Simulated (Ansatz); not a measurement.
**Cl₂F₂MoO: up Jacob's ladder to CCSD(T)**

The task here is to estimate one member of a computed series from the others.

Computed with Ansatz 0.2.0, Gaussian basis. Level: functionals in def2-TZVPP, the program's frozen cores in correlated methods.

The runs, in order: LDA (SPW92), PBE-D4, revPBE-D4, BLYP-D4, r2SCAN-D4, B97M-V, PBE0-D4, B3LYP-D4, r2SCANh-D4, r2SCAN0-D4, HSE06-D4, BHLYP-D4, CAM-B3LYP-D4, LC-ωPBE, ωB97X-V, ωB97M-V, B2PLYP, PBE-QIDH; CCSD(T)/def2-SVP; CCSD(T)/def2-TZVPP; MP2/def2-QZVPP; extrapolation to the limit; RPA on PBE.

### Structure used throughout

All runs share one geometry, relaxed beforehand with PBE0-D4 in a triple-zeta def2 set. Mo takes the def2 core potential; no spin-orbit term is included.

SMILES `[O]=[Mo]([F])([F])([Cl])[Cl]`, 6 atoms, charge 0, spin multiplicity 1.

Atoms are counted from 1 here; the program's logs count them from 0.

Bond lengths: O1–Mo2 1.638 Å, Mo2–F3 1.842 Å, Mo2–F4 1.842 Å, Mo2–Cl5 2.263 Å, Mo2–Cl6 2.263 Å. Angles: O1–Mo2–F3 106.1°, O1–Mo2–F4 106.1°, O1–Mo2–Cl5 104.0°, O1–Mo2–Cl6 104.0°, F3–Mo2–F4 83.3°, F3–Mo2–Cl5 149.8°, F3–Mo2–Cl6 86.0°, F4–Mo2–Cl5 86.0°, F4–Mo2–Cl6 149.8°, Cl5–Mo2–Cl6 89.4°.

As a file:

```
O    -0.90320    0.01807   -1.46598
Mo   -0.06570   -0.07589   -0.06135
F    -1.25453   -0.69967    1.20020
F     0.59394   -1.79386    0.02470
Cl    2.03744    0.53243   -0.63585
Cl   -0.36584    1.95493    0.89208
```

The first run:

The input, in.yaml:

```yaml
crystal:
  periodic: [false, false, false]
  atoms:
    - {symbol: O, position_ang: [-0.903200, 0.018068, -1.465977]}
    - {symbol: Mo, position_ang: [-0.065704, -0.075892, -0.061355]}
    - {symbol: F, position_ang: [-1.254535, -0.699671, 1.200204]}
    - {symbol: F, position_ang: [0.593941, -1.793863, 0.024699]}
    - {symbol: Cl, position_ang: [2.037439, 0.532432, -0.635847]}
    - {symbol: Cl, position_ang: [-0.365840, 1.954926, 0.892078]}
basis:
  gaussian: {orbitals: def2-TZVPP}
hamiltonian: {xc: lda}
output: {orbitals: {seedname: orbitals}}
```

Steps of the session up to this table: LDA; PBE-D4 (GGA); revPBE-D4 (GGA); BLYP-D4 (GGA); r2SCAN-D4 (meta-GGA); B97M-V (meta-GGA); PBE0-D4 (hybrid); B3LYP-D4 (hybrid); r2SCANh-D4 (hybrid); r2SCAN0-D4 (hybrid); HSE06-D4 (hybrid); BHLYP-D4 (hybrid); CAM-B3LYP-D4 (range-separated); LC-ωPBE-D4 (range-separated; the results give it without D4); ωB97X-V (range-separated); ωB97M-V (range-separated); B2PLYP (double hybrid); PBE-QIDH (double hybrid).

One table of the session follows, with a row left open; its other results are not shown here.

It belongs to the step «Orbital energies across the functionals». 

```
  functional  HOMO (eV)  LUMO (eV)  gap (eV)
 LDA (SPW92)      -8.35      -6.07      2.28
      PBE-D4      -8.15      -5.83      2.32
   revPBE-D4      -8.08      -5.74      2.34
     BLYP-D4      -8.00      -5.73      2.27
   r2SCAN-D4      -8.53      -5.95      2.58
      B97M-V      -8.61      -5.95      2.66
     PBE0-D4      -9.55      -5.31      4.24
    B3LYP-D4      -9.28      -5.49      3.79
  r2SCANh-D4      -9.04      -5.73      3.31
  r2SCAN0-D4      -9.80      -5.37      4.44
    HSE06-D4          ?          ?         ?
    BHLYP-D4     -10.81      -4.56      6.25
CAM-B3LYP-D4     -10.86      -4.30      6.56
     LC-ωPBE     -12.21      -3.20      9.01
     ωB97X-V     -11.85      -3.24      8.60
     ωB97M-V     -11.70      -3.23      8.47
```

Estimate the missing values for HSE06-D4.

The run gave: HOMO (eV): -9.15; LUMO (eV): -5.68; gap (eV): 3.47. In the column «HOMO (eV)» it lies between B3LYP-D4 (-9.28) and r2SCANh-D4 (-9.04).
